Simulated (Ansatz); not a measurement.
# C8H4Ge: the cost of one run

The runs use Ansatz 0.2.0, Gaussian basis; PBE/6-31G*.

### Step 1. The relaxed structure

The geometry comes from an earlier relaxation with PBE0-D4 in a triple-zeta def2 set; it is a stationary point, not always the lowest conformer.

SMILES `C#[C][Ge]([C]#C)([C]#C)[C]#C`, 13 atoms, charge 0, spin multiplicity 1.

Atoms are counted from 1 here; the program's logs count them from 0.

Bond lengths: C1–C2 1.203 Å, C1–H10 1.066 Å, C2–Ge3 1.891 Å, Ge3–C4 1.891 Å, Ge3–C6 1.891 Å, Ge3–C8 1.891 Å, C4–C5 1.203 Å, C5–H11 1.066 Å, C6–C7 1.203 Å, C7–H12 1.066 Å, C8–C9 1.203 Å, C9–H13 1.066 Å. Angles: C2–C1–H10 180.0°, C1–C2–Ge3 179.9°, C2–Ge3–C4 109.5°, C2–Ge3–C6 109.5°, C2–Ge3–C8 109.5°, C4–Ge3–C6 109.5°, C4–Ge3–C8 109.5°, C6–Ge3–C8 109.5°, Ge3–C4–C5 179.8°, C4–C5–H11 180.0°, Ge3–C6–C7 179.9°, C6–C7–H12 180.0°, Ge3–C8–C9 179.9°, C8–C9–H13 180.0°.

Geometry (Å):

| atom | x (Å) | y (Å) | z (Å) |
| --- | --- | --- | --- |
| C1 | 2.95486 | 0.19236 | -0.90763 |
| C2 | 1.80676 | 0.11559 | -0.55516 |
| Ge3 | 0.00321 | -0.00291 | 0.00002 |
| C4 | -1.00395 | -0.91219 | -1.31675 |
| C5 | -1.64784 | -1.49115 | -2.15252 |
| C6 | -0.69786 | 1.73663 | 0.23984 |
| C7 | -1.14484 | 2.84340 | 0.39338 |
| C8 | -0.09301 | -0.95154 | 1.63278 |
| C9 | -0.15688 | -1.55506 | 2.67199 |
| H10 | 3.97182 | 0.26023 | -1.21986 |
| H11 | -2.21790 | -2.00395 | -2.89302 |
| H12 | -1.54072 | 3.82375 | 0.52933 |
| H13 | -0.21325 | -2.08965 | 3.59250 |

### Step 2. Dynamics

The input, in.yaml:

```yaml
crystal:
  periodic: [false, false, false]
  atoms:
    - {symbol: C, position_ang: [2.954864, 0.192364, -0.907625]}
    - {symbol: C, position_ang: [1.806755, 0.115588, -0.555161]}
    - {symbol: Ge, position_ang: [0.003211, -0.002914, 0.000020]}
    - {symbol: C, position_ang: [-1.003951, -0.912194, -1.316750]}
    - {symbol: C, position_ang: [-1.647837, -1.491149, -2.152515]}
    - {symbol: C, position_ang: [-0.697864, 1.736635, 0.239839]}
    - {symbol: C, position_ang: [-1.144835, 2.843397, 0.393382]}
    - {symbol: C, position_ang: [-0.093005, -0.951543, 1.632778]}
    - {symbol: C, position_ang: [-0.156885, -1.555065, 2.671989]}
    - {symbol: H, position_ang: [3.971820, 0.260235, -1.219860]}
    - {symbol: H, position_ang: [-2.217904, -2.003951, -2.893023]}
    - {symbol: H, position_ang: [-1.540719, 3.823747, 0.529330]}
    - {symbol: H, position_ang: [-0.213250, -2.089649, 3.592497]}
basis:
  gaussian: {orbitals: "6-31G*"}
hamiltonian: {xc: {name: PBE}}
md: {timestep: 1 fs, n_steps: 20, ensemble: nvt_langevin, temperature: 300, initial_velocities: maxwell_boltzmann, friction: 0.01, seed: 882}
```

Launch:

```bash
$ ansatz run in.yaml --threads 2 --pin off --events-out ev --progress --plain --max-ram 22528MiB --backend cpu
```

**Question.** How long does this run take on 2 threads of AMD EPYC 7R13, shared host, and how much memory does it need?

About 74 s, with a peak of 0.3 GiB.
